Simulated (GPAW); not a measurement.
Runs of GPAW 26.7.0 on TeAs2. Symmetry: I4_1/amd, No. 141, tetragonal system. Conventional cell: a = 7.113 Å, b = 7.113 Å, c = 5.881 Å, α = 90.00°, β = 90.00°, γ = 90.00°. Te (site symmetry -4m2) is surrounded by 4 As at 2.83 Å. As (site symmetry 2/m) has 2 Te at 2.83 Å and 4 As at 2.91 Å as nearest neighbours. The cell comes from a database or a generator and needn't be the stable form of this composition.

| level | gap on the mesh (eV) | pressure (GPa) | relaxed volume (Å³/atom) |
| --- | --- | --- | --- |
| PBEsol+D3 | none | 0.0 | 22.58 |
| PBEsol+D3(BJ)+ATM | none | 0.0 | (b) |
| PBEsol | none | 0.0 | 22.91 |
| PBEsol+D3(BJ) | none | 0.0 | 21.87 |
| PBEsol+D4 | none | 0.0 | (a) |

Alike in all rows: task relaxation of cell and atoms; potentials or basis PAW data sets generated in the run's folder for this functional, pw; no spin polarisation; cell relaxed; k mesh 4 × 4 × 4; cutoff (eV) 600; smearing fermi-dirac 0.05 eV.

Task: Estimate the missing entries.

Result: (a) 22.23; (b) 22.02.

Caveats: later steps reuse the first step's grids; pairwise dispersion overbinds metals, which lowers pressure and volume (some runs).

A k mesh can miss the band edges, and the runs leave out spin-orbit coupling on As, Te.

A gap of «none» marks a metal or a gap under the smearing width.
